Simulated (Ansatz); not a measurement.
# SnF4: a tetragonal deformation path

One table from this session's results is given with a row withheld; the runs are named, their logs left out.

Program: Ansatz 0.2.0. Level of theory: DFT r2SCAN, scalar-relativistic, plane waves, PAW. These are calculated values, not measurements.

### The starting structure

Symmetry: I4/mmm, No. 139, tetragonal system. Conventional cell: a = 4.050 Å, b = 4.050 Å, c = 7.930 Å, α = 90.00°, β = 90.00°, γ = 90.00°. Sn (site symmetry 4/mmm) is surrounded by 6 F at 1.88 to 2.02 Å. Around F (site symmetry 4mm) lie 1 Sn at 1.88 Å. Around F (site symmetry mmm) lie 2 Sn at 2.02 Å.

Coordinates:

```xyz
5
Lattice="-2.0250 2.0250 3.9650 2.0250 -2.0250 3.9650 2.0250 2.0250 -3.9650" Properties=species:S:1:pos:R:3 pbc="T T T"
Sn    0.0000    0.0000    0.0000
F     0.0000    0.0000    1.8794
F     0.0000    0.0000    6.0506
F     0.0000    2.0250    0.0000
F     2.0250    0.0000    0.0000
```

The cell is taken as given, not relaxed at this level.

Set-up of the first run:

input.yaml

```yaml
crystal:
  lattice:
    - [-2.025, 2.025, 3.965]
    - [2.025, -2.025, 3.965]
    - [2.025, 2.025, -3.965]
  atoms:
    - { symbol: Sn, position: [0.0, 0.0, 0.0] }
    - { symbol: F, position: [0.237, 0.237, 0.0] }
    - { symbol: F, position: [0.763, 0.763, 0.0] }
    - { symbol: F, position: [0.5, 0.0, 0.5] }
    - { symbol: F, position: [0.0, 0.5, 0.5] }
basis:
  ecutwfc: 500
kpoints:
  mp_grid: { grid: [10, 10, 10] }
hamiltonian:
  xc: r2scan
scf:
  occupations: { method: gaussian, width: 0.05 }
output:
  forces: true
  stress: true
  eigenvalues: true
```

Launch:

```bash
ansatz run input.yaml --threads 1 --pin off --max-ram 2560MiB --backend cpu --events-out ev --progress --plain --runs-dir out
```

Steps of the session up to this table: The reference: the undisturbed cell on the scan's mesh; Point ρ = 0.850; Point ρ = 1.200; ρ = 0.920; ρ = 1.100; Point ρ = 0.960; ρ = 1.050; ρ = 0.800; ρ = 1.300.

One table of the session follows, with a row left open; its other results are not shown here.

The scan, with free energies counted from the undisturbed cell:

| ρ | ΔE (meV/atom) | pressure (GPa) | gap on the mesh (eV) |
| --- | --- | --- | --- |
| 0.800 | 659.6 | 30.4 | 5.89 |
| 0.850 | ? | ? | ? |
| 0.920 | 79.3 | 8.2 | 5.36 |
| 0.960 | 17.9 | 4.5 | 4.86 |
| 1.000 | 0.0 | 2.1 | 4.32 |
| 1.050 | 26.4 | 0.8 | 3.67 |
| 1.100 | 96.3 | 0.8 | 3.07 |
| 1.200 | 335.3 | 4.3 | 1.98 |
| 1.300 | 674.1 | 11.2 | 1.04 |

Estimate the missing values for ρ = 0.850.

Worked estimate for «ΔE (meV/atom)». A straight line through the neighbours (0.800, 659.6) and (0.920, 79.3) gives 659.6 + (79.3 − 659.6) × (0.850 − 0.800) / (0.920 − 0.800) = 417.8; a parabola fitted to 3 rows on both sides gives 345.6.

The run gave: ΔE (meV/atom): 327.7; pressure (GPa): 18.7; gap on the mesh (eV): 5.69. In «ΔE (meV/atom)» the line misses by +90.1 and the parabola by +17.9.
